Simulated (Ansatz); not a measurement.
# Ge2: the cost of one run

Method: cc-pVDZ, all electrons in the functionals, frozen cores in the correlation of double hybrids and RPA; program: Ansatz 0.2.0, Gaussian basis.

To be run: wB97M-V, B2PLYP, at 1.887 Å; 2.197 Å; 2.383 Å; 2.567 Å; 2.851 Å; 3.303 Å; 3.837 Å; 4.320 Å; 5.222 Å; 6.366 Å; 8.115 Å (not every functional at every point).

13 further runs of the same task are left out: 2 for a known fault of the program, 11 that didn't finish.

**1. The system**

The geometry derives from a PBE0/def2-TZVP stationary point (not a proven minimum). One bond is set to the value named and the two fragments are kept rigid. No spin-orbit coupling is included. The filled d shell of Ge may be among the frozen orbitals whatever the setting's name suggests; the logs give the count.

2 atoms, charge 0, spin multiplicity 3.

Atoms are counted from 1 here; the program's logs count them from 0.

Bond lengths: Ge1–Ge2 2.383 Å.

No dispersion term is added; wB97M-V holds VV10 nonlocal correlation.

The geometry shown and the zero of energy belong to the point 2.383 Å. The yardstick, FCI, and other wave-function levels (R restricted, U unrestricted, valence and pair active spaces) come from earlier runs.

**2. wB97M-V, 1.887 Å**

in.yaml

```yaml
crystal:
  periodic: [false, false, false]
  atoms:
    - {symbol: Ge, position_ang: [0.000000, 0.000000, 0.000000]}
    - {symbol: Ge, position_ang: [0.000000, 0.000000, 1.887000]}
basis:
  gaussian: {orbitals: cc-pVDZ}
magnetization: {spin_polarized: true, initial_magnetization: 2}
hamiltonian: {xc: {name: wB97M-V}}
output: {orbitals: {seedname: orbitals}}
```

Run with:

```sh
$ ansatz run in.yaml --threads 1 --pin off --events-out ev --progress --plain --max-ram 3968MiB --backend cpu
```

**Question.** How long does this run take on 1 thread of AMD EPYC 7R13, shared host, and how much memory does it need?

About 7 s, with a peak of 0.29 GiB.
